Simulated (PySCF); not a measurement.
# C₃H₁₀FPSi₂: a scan of pyramidal angle, part 2 of 3

PySCF and tblite. Atoms count from 0. The steps go on from the part before.

## Step 6: Shieldings, coordinate held at 0.4: PBE0/pcSseg-1

What the job is given:

```
{"job": {"kind": "nmr", "xc": "PBE0", "basis": "pcSseg-1", "every": 1, "grid": 0, "pop": false}, "charge": 0, "multiplicity": 1}
F      2.915222    -1.617865    -1.517900
Si     2.100278    -0.788300    -0.399305
P      2.591278     1.320507    -0.765988
Si    -0.130341    -1.387849    -0.702404
C     -1.198111    -0.417093     0.510313
C     -2.542986     0.112328     0.099808
C     -1.403940     1.056624     0.285466
H      2.827680    -1.082483     0.833919
H      2.882908     2.036084    -1.866004
H      2.627301     2.192534     0.259355
H     -0.603828    -1.100528    -2.066999
H     -0.351524    -2.823912    -0.465126
H     -1.125201    -0.715416     1.550410
H     -3.337215     0.115753     0.831661
H     -2.885857    -0.084514    -0.904286
H     -1.412120     1.713848     1.142512
H     -0.963979     1.505680    -0.592668
```

Log:

```text
final grid: 15416 points
cycle   1  E = -1139.7098698129  dE =  6.868e-01  |g| = 6.144e-01  |ddm| = 3.739e+00
cycle   2  E = -1139.6334478375  dE =  7.642e-02  |g| = 9.394e-01  |ddm| = 1.393e+00
cycle   3  E = -1139.7843243183  dE = -1.509e-01  |g| = 6.672e-02  |ddm| = 8.739e-01
cycle   4  E = -1139.7850137759  dE = -6.895e-04  |g| = 3.574e-02  |ddm| = 9.685e-02
cycle   5  E = -1139.7852968802  dE = -2.831e-04  |g| = 6.075e-03  |ddm| = 3.939e-02
cycle   6  E = -1139.7853055372  dE = -8.657e-06  |g| = 2.118e-03  |ddm| = 8.972e-03
cycle   7  E = -1139.7853064851  dE = -9.479e-07  |g| = 4.215e-04  |ddm| = 2.608e-03
cycle   8  E = -1139.7853065361  dE = -5.103e-08  |g| = 1.210e-04  |ddm| = 7.265e-04
cycle   9  E = -1139.7853065401  dE = -3.975e-09  |g| = 3.213e-05  |ddm| = 2.010e-04
cycle  10  E = -1139.7853065405  dE = -3.547e-10  |g| = 9.580e-06  |ddm| = 7.967e-05
converged SCF energy = -1139.7853065405

GIAO shielding tensors (ppm)
atom      isotropic    diamagn.    paramagn.     s11        s22        s33       span
  0 F      388.339     463.079     -74.740    316.908    403.957    444.152    127.243
  1 Si     330.760     875.367    -544.607    260.117    324.129    408.035    147.917
  2 P      619.213     971.323    -352.111    490.535    592.155    774.948    284.413
  3 Si     410.323     881.091    -470.768    364.263    400.268    466.438    102.175
  4 C      196.835     255.244     -58.409    170.191    187.465    232.850     62.659
  5 C      181.173     255.698     -74.525    148.798    176.673    218.047     69.249
  6 C      183.017     249.753     -66.736    152.024    178.882    218.144     66.120
  7 H       25.069      28.659      -3.590     22.081     23.777     29.349      7.267
  8 H       29.581      30.971      -1.390     24.006     26.299     38.437     14.431
  9 H       30.609      32.281      -1.672     24.110     27.609     40.109     15.998
 10 H       28.298      30.446      -2.148     24.760     27.076     33.057      8.297
 11 H       27.278      29.180      -1.901     23.348     25.528     32.959      9.611
 12 H       32.204      32.876      -0.672     25.112     28.241     43.259     18.146
 13 H       30.976      30.752       0.224     24.843     26.540     41.545     16.702
 14 H       31.452      31.864      -0.412     25.021     28.878     40.457     15.437
 15 H       31.029      31.357      -0.328     25.418     26.711     40.957     15.539
 16 H       30.845      32.398      -1.552     25.248     27.650     39.638     14.390
```

It took 14 s on 1 thread of Arm Neoverse V1, shared host; peak memory 0.91 GiB.

In short: HOMO -6.02 eV, LUMO -1.19 eV; dipole 2.41 D.

The input is unsound on purpose (integration grid far too coarse), so these values are not to be used.

## Step 7: Shieldings, coordinate held at 60.1: PBE0/pcSseg-1

What the job is given:

```
{"job": {"kind": "nmr", "xc": "PBE0", "basis": "pcSseg-1", "every": 1, "grid": 0, "pop": false}, "charge": 0, "multiplicity": 1}
F      3.077333    -1.713743    -1.385523
Si     2.255333    -0.756787    -0.361209
P      2.967556     1.376691    -0.742531
Si     0.010022    -1.218011    -0.765547
C     -1.059937    -0.290263     0.479609
C     -2.453104     0.135544     0.111107
C     -1.383404     1.163429     0.265722
H      2.830326    -1.176968     0.920212
H      1.920036     1.403976    -1.657893
H      1.939756     1.676395     0.144514
H     -0.401388    -0.789040    -2.114536
H     -0.300649    -2.650459    -0.654288
H     -0.932146    -0.579493     1.517160
H     -3.225600     0.076852     0.863431
H     -2.806160    -0.084204    -0.884856
H     -1.417172     1.817319     1.125243
H     -1.013984     1.648953    -0.625950
```

Log:

```text
final grid: 15416 points
cycle   1  E = -1139.7443788211  dE =  5.842e-01  |g| = 6.173e-01  |ddm| = 3.665e+00
cycle   2  E = -1139.6613322592  dE =  8.305e-02  |g| = 9.590e-01  |ddm| = 1.413e+00
cycle   3  E = -1139.8179434013  dE = -1.566e-01  |g| = 6.000e-02  |ddm| = 9.006e-01
cycle   4  E = -1139.8184058484  dE = -4.624e-04  |g| = 3.672e-02  |ddm| = 8.556e-02
cycle   5  E = -1139.8187165444  dE = -3.107e-04  |g| = 4.733e-03  |ddm| = 3.763e-02
cycle   6  E = -1139.8187216780  dE = -5.134e-06  |g| = 1.616e-03  |ddm| = 7.061e-03
cycle   7  E = -1139.8187222686  dE = -5.906e-07  |g| = 3.589e-04  |ddm| = 1.933e-03
cycle   8  E = -1139.8187223023  dE = -3.373e-08  |g| = 1.025e-04  |ddm| = 5.495e-04
cycle   9  E = -1139.8187223052  dE = -2.841e-09  |g| = 1.978e-05  |ddm| = 1.575e-04
cycle  10  E = -1139.8187223053  dE = -9.868e-11  |g| = 6.350e-06  |ddm| = 3.692e-05
converged SCF energy = -1139.8187223053

GIAO shielding tensors (ppm)
atom      isotropic    diamagn.    paramagn.     s11        s22        s33       span
  0 F      401.011     463.453     -62.443    343.456    416.600    442.978     99.522
  1 Si     305.401     876.608    -571.207    218.439    296.929    400.834    182.395
  2 P      641.246     969.146    -327.900    546.768    662.558    714.412    167.644
  3 Si     404.010     881.361    -477.352    363.317    393.336    455.376     92.059
  4 C      196.203     254.480     -58.277    169.096    188.243    231.271     62.176
  5 C      180.776     255.134     -74.358    149.994    176.473    215.861     65.867
  6 C      182.697     250.361     -67.664    153.009    177.987    217.095     64.086
  7 H       25.385      29.128      -3.743     22.706     24.264     29.185      6.479
  8 H       30.719      33.107      -2.388     25.736     28.965     37.455     11.719
  9 H       31.785      34.372      -2.587     26.245     29.366     39.743     13.498
 10 H       28.391      30.606      -2.215     25.226     27.065     32.883      7.656
 11 H       27.155      29.334      -2.179     23.144     25.472     32.850      9.706
 12 H       32.243      32.798      -0.555     25.074     28.466     43.188     18.114
 13 H       30.923      30.553       0.370     24.758     26.445     41.566     16.808
 14 H       31.464      31.615      -0.152     25.028     28.915     40.448     15.421
 15 H       31.097      30.750       0.346     25.495     26.531     41.264     15.769
 16 H       31.631      32.117      -0.486     26.434     28.505     39.953     13.519
```

Run time: 14 s. Hardware: 1 thread of Arm Neoverse V1, shared host; peak memory 0.9 GiB.

Key values: HOMO -7.66 eV, LUMO -0.75 eV; dipole 3.05 D.

The input is unsound on purpose (integration grid far too coarse), so these values are not to be used.

## Step 8: Shieldings, coordinate held at -40.3: PBE0/pcSseg-1

What the job is given:

```
{"job": {"kind": "nmr", "xc": "PBE0", "basis": "pcSseg-1", "every": 1, "grid": 0, "pop": false}, "charge": 0, "multiplicity": 1}
F      2.949184    -1.579630    -1.562933
Si     2.094544    -0.730372    -0.480732
P      2.394711     1.352973    -1.203619
Si    -0.124178    -1.356591    -0.722590
C     -1.159316    -0.409062     0.535744
C     -2.514753     0.120175     0.163952
C     -1.374101     1.066196     0.335336
H      2.812791    -1.092495     0.745867
H      3.696606     1.749960    -1.000157
H      1.730149     2.180866    -0.330062
H     -0.647526    -1.052706    -2.062694
H     -0.330712    -2.794426    -0.495955
H     -1.056089    -0.721970     1.568896
H     -3.294123     0.113337     0.911931
H     -2.877889    -0.064323    -0.835535
H     -1.367863     1.714145     1.200065
H     -0.957668     1.526997    -0.549718
```

Log:

```text
final grid: 15416 points
cycle   1  E = -1139.7421956318  dE =  6.219e-01  |g| = 6.156e-01  |ddm| = 3.685e+00
cycle   2  E = -1139.6630038453  dE =  7.919e-02  |g| = 9.477e-01  |ddm| = 1.460e+00
cycle   3  E = -1139.8162817692  dE = -1.533e-01  |g| = 6.294e-02  |ddm| = 9.356e-01
cycle   4  E = -1139.8168549102  dE = -5.731e-04  |g| = 3.584e-02  |ddm| = 9.203e-02
cycle   5  E = -1139.8171445256  dE = -2.896e-04  |g| = 5.503e-03  |ddm| = 3.817e-02
cycle   6  E = -1139.8171515703  dE = -7.045e-06  |g| = 1.944e-03  |ddm| = 7.985e-03
cycle   7  E = -1139.8171524081  dE = -8.378e-07  |g| = 3.842e-04  |ddm| = 2.500e-03
cycle   8  E = -1139.8171524483  dE = -4.020e-08  |g| = 1.157e-04  |ddm| = 5.983e-04
cycle   9  E = -1139.8171524514  dE = -3.120e-09  |g| = 2.874e-05  |ddm| = 1.437e-04
cycle  10  E = -1139.8171524517  dE = -2.497e-10  |g| = 5.667e-06  |ddm| = 5.215e-05
converged SCF energy = -1139.8171524517

GIAO shielding tensors (ppm)
atom      isotropic    diamagn.    paramagn.     s11        s22        s33       span
  0 F      414.711     462.710     -47.999    363.935    413.137    467.062    103.127
  1 Si     318.851     876.564    -557.713    244.895    302.411    409.247    164.352
  2 P      570.752     969.028    -398.276    501.321    587.232    623.703    122.382
  3 Si     408.089     881.432    -473.343    366.225    393.247    464.795     98.570
  4 C      197.427     255.293     -57.865    170.765    188.373    233.144     62.380
  5 C      179.516     255.532     -76.016    148.359    175.574    214.615     66.257
  6 C      183.335     250.693     -67.358    154.475    177.959    217.571     63.097
  7 H       25.046      28.922      -3.876     22.336     23.643     29.160      6.824
  8 H       29.417      29.544      -0.127     23.827     26.017     38.407     14.581
  9 H       30.023      32.568      -2.546     24.241     28.767     37.059     12.818
 10 H       28.253      30.375      -2.121     24.964     26.949     32.846      7.882
 11 H       27.218      29.210      -1.992     23.271     25.359     33.024      9.753
 12 H       32.297      32.859      -0.562     25.126     28.325     43.438     18.312
 13 H       30.927      30.651       0.276     24.774     26.393     41.613     16.839
 14 H       31.436      31.777      -0.341     24.987     28.976     40.346     15.359
 15 H       31.200      31.286      -0.085     25.428     26.901     41.272     15.843
 16 H       31.818      32.812      -0.994     26.545     28.525     40.384     13.839
```

Run time: 14 s. Hardware: 1 thread of Arm Neoverse V1, shared host; peak memory 0.9 GiB.

In short: HOMO -7.00 eV, LUMO -1.00 eV; dipole 3.02 D.

The input is unsound on purpose (integration grid far too coarse), so these values are not to be used.

## Step 9: Shieldings, coordinate held at 40.5: PBE0/pcSseg-1

What the job is given:

```
{"job": {"kind": "nmr", "xc": "PBE0", "basis": "pcSseg-1", "every": 1, "grid": 0, "pop": false}, "charge": 0, "multiplicity": 1}
F      3.001629    -1.613485    -1.459398
Si     2.138105    -0.768614    -0.381385
P      2.912477     1.297058    -0.681000
Si    -0.085218    -1.351091    -0.736273
C     -1.138400    -0.379365     0.489537
C     -2.500970     0.125027     0.109780
C     -1.372741     1.089124     0.261912
H      2.771617    -1.151656     0.881495
H      2.405265     1.818725    -1.850391
H      2.297795     2.098692     0.253063
H     -0.549488    -1.011443    -2.092315
H     -0.355110    -2.783026    -0.541700
H     -1.034102    -0.669263     1.529276
H     -3.277180     0.121398     0.860873
H     -2.863875    -0.082633    -0.885237
H     -1.371527     1.750595     1.115987
H     -0.965862     1.540523    -0.631630
```

Log:

```text
final grid: 15416 points
cycle   1  E = -1139.7429071096  dE =  6.102e-01  |g| = 6.155e-01  |ddm| = 3.682e+00
cycle   2  E = -1139.6634105664  dE =  7.950e-02  |g| = 9.478e-01  |ddm| = 1.431e+00
cycle   3  E = -1139.8172842259  dE = -1.539e-01  |g| = 6.330e-02  |ddm| = 9.048e-01
cycle   4  E = -1139.8178719157  dE = -5.877e-04  |g| = 3.596e-02  |ddm| = 9.046e-02
cycle   5  E = -1139.8181638984  dE = -2.920e-04  |g| = 5.593e-03  |ddm| = 3.768e-02
cycle   6  E = -1139.8181715145  dE = -7.616e-06  |g| = 1.922e-03  |ddm| = 8.793e-03
cycle   7  E = -1139.8181723280  dE = -8.135e-07  |g| = 3.962e-04  |ddm| = 2.346e-03
cycle   8  E = -1139.8181723709  dE = -4.293e-08  |g| = 1.142e-04  |ddm| = 6.479e-04
cycle   9  E = -1139.8181723742  dE = -3.218e-09  |g| = 2.680e-05  |ddm| = 1.510e-04
cycle  10  E = -1139.8181723744  dE = -1.951e-10  |g| = 7.587e-06  |ddm| = 4.883e-05
converged SCF energy = -1139.8181723744

GIAO shielding tensors (ppm)
atom      isotropic    diamagn.    paramagn.     s11        s22        s33       span
  0 F      411.613     463.294     -51.681    355.601    430.735    448.502     92.901
  1 Si     319.925     876.317    -556.391    239.255    304.090    416.431    177.176
  2 P      565.358     967.436    -402.078    501.248    584.517    610.308    109.061
  3 Si     409.027     881.493    -472.466    364.727    396.854    465.500    100.773
  4 C      196.905     255.392     -58.486    170.481    188.202    232.032     61.551
  5 C      180.617     255.698     -75.081    149.154    176.273    216.422     67.268
  6 C      182.749     250.506     -67.757    153.039    177.851    217.358     64.320
  7 H       25.533      29.127      -3.594     23.264     24.000     29.334      6.071
  8 H       29.746      31.468      -1.722     25.800     26.419     37.018     11.218
  9 H       29.914      32.233      -2.318     25.082     27.624     37.037     11.955
 10 H       28.322      30.864      -2.542     25.011     27.011     32.946      7.935
 11 H       27.187      29.356      -2.169     23.262     25.371     32.926      9.664
 12 H       32.256      33.131      -0.875     25.135     28.380     43.254     18.119
 13 H       30.947      30.839       0.108     24.794     26.487     41.560     16.767
 14 H       31.426      31.975      -0.549     25.016     28.836     40.425     15.409
 15 H       31.099      31.493      -0.394     25.492     26.665     41.141     15.648
 16 H       31.514      33.082      -1.568     26.333     28.283     39.926     13.592
```

Wall time 14 s (1 thread of Arm Neoverse V1, shared host); peak memory 0.9 GiB.

Key values: HOMO -6.91 eV, LUMO -0.87 eV; dipole 3.28 D.

The input is unsound on purpose (integration grid far too coarse), so these values are not to be used.

## Step 10: Shieldings, coordinate held at -52.3: PBE0/pcSseg-1

What the job is given:

```
{"job": {"kind": "nmr", "xc": "PBE0", "basis": "pcSseg-1", "every": 1, "grid": 0, "pop": false}, "charge": 0, "multiplicity": 1}
F      2.944751    -1.590232    -1.569824
Si     2.076949    -0.651943    -0.569874
P      2.404714     1.438765    -1.341493
Si    -0.128223    -1.356194    -0.726449
C     -1.160934    -0.404601     0.531717
C     -2.519522     0.121207     0.165828
C     -1.381021     1.070223     0.332078
H      2.800097    -0.890241     0.684243
H      3.676612     1.578913    -0.813265
H      1.816506     2.036057    -0.240393
H     -0.697997    -1.113222    -2.061466
H     -0.279091    -2.791575    -0.449141
H     -1.054699    -0.716480     1.564779
H     -3.294885     0.112892     0.917480
H     -2.887851    -0.063507    -0.831505
H     -1.371911     1.716792     1.197609
H     -0.971072     1.534126    -0.554152
```

Log:

```text
final grid: 15416 points
cycle   1  E = -1139.7498271851  dE =  5.935e-01  |g| = 6.153e-01  |ddm| = 3.667e+00
cycle   2  E = -1139.6696661055  dE =  8.016e-02  |g| = 9.502e-01  |ddm| = 1.437e+00
cycle   3  E = -1139.8232150766  dE = -1.535e-01  |g| = 6.098e-02  |ddm| = 9.190e-01
cycle   4  E = -1139.8237258162  dE = -5.107e-04  |g| = 3.602e-02  |ddm| = 9.009e-02
cycle   5  E = -1139.8240212059  dE = -2.954e-04  |g| = 5.078e-03  |ddm| = 3.755e-02
cycle   6  E = -1139.8240270692  dE = -5.863e-06  |g| = 1.836e-03  |ddm| = 7.536e-03
cycle   7  E = -1139.8240278234  dE = -7.543e-07  |g| = 3.696e-04  |ddm| = 2.386e-03
cycle   8  E = -1139.8240278605  dE = -3.708e-08  |g| = 1.073e-04  |ddm| = 5.696e-04
cycle   9  E = -1139.8240278632  dE = -2.695e-09  |g| = 2.723e-05  |ddm| = 1.391e-04
cycle  10  E = -1139.8240278634  dE = -2.165e-10  |g| = 5.576e-06  |ddm| = 4.961e-05
converged SCF energy = -1139.8240278634

GIAO shielding tensors (ppm)
atom      isotropic    diamagn.    paramagn.     s11        s22        s33       span
  0 F      412.760     463.122     -50.362    360.679    417.607    459.993     99.314
  1 Si     310.348     876.915    -566.568    222.585    301.553    406.906    184.321
  2 P      596.982     967.911    -370.929    527.545    609.714    653.687    126.142
  3 Si     408.577     881.378    -472.801    366.800    394.130    464.800     97.999
  4 C      197.660     255.083     -57.423    171.097    188.216    233.667     62.570
  5 C      179.406     255.446     -76.040    147.703    175.477    215.037     67.334
  6 C      183.249     250.506     -67.257    154.112    177.900    217.736     63.624
  7 H       25.066      29.701      -4.635     22.544     23.871     28.783      6.239
  8 H       29.819      29.299       0.520     24.597     26.254     38.606     14.009
  9 H       30.797      32.518      -1.721     25.233     29.262     37.896     12.664
 10 H       28.262      30.346      -2.084     24.878     26.997     32.911      8.033
 11 H       27.197      29.261      -2.064     23.296     25.334     32.959      9.663
 12 H       32.281      32.813      -0.533     25.067     28.266     43.509     18.442
 13 H       30.931      30.605       0.325     24.773     26.407     41.611     16.838
 14 H       31.456      31.758      -0.302     25.018     28.978     40.372     15.354
 15 H       31.182      31.153       0.030     25.415     26.865     41.267     15.852
 16 H       31.866      32.673      -0.806     26.578     28.567     40.454     13.875
```

Wall time 14 s (1 thread of Arm Neoverse V1, shared host); peak memory 0.9 GiB.

This run: HOMO -7.61 eV, LUMO -0.83 eV; dipole 2.94 D.

The input is unsound on purpose (integration grid far too coarse), so these values are not to be used.

(Part 2 of 3 ends here.)
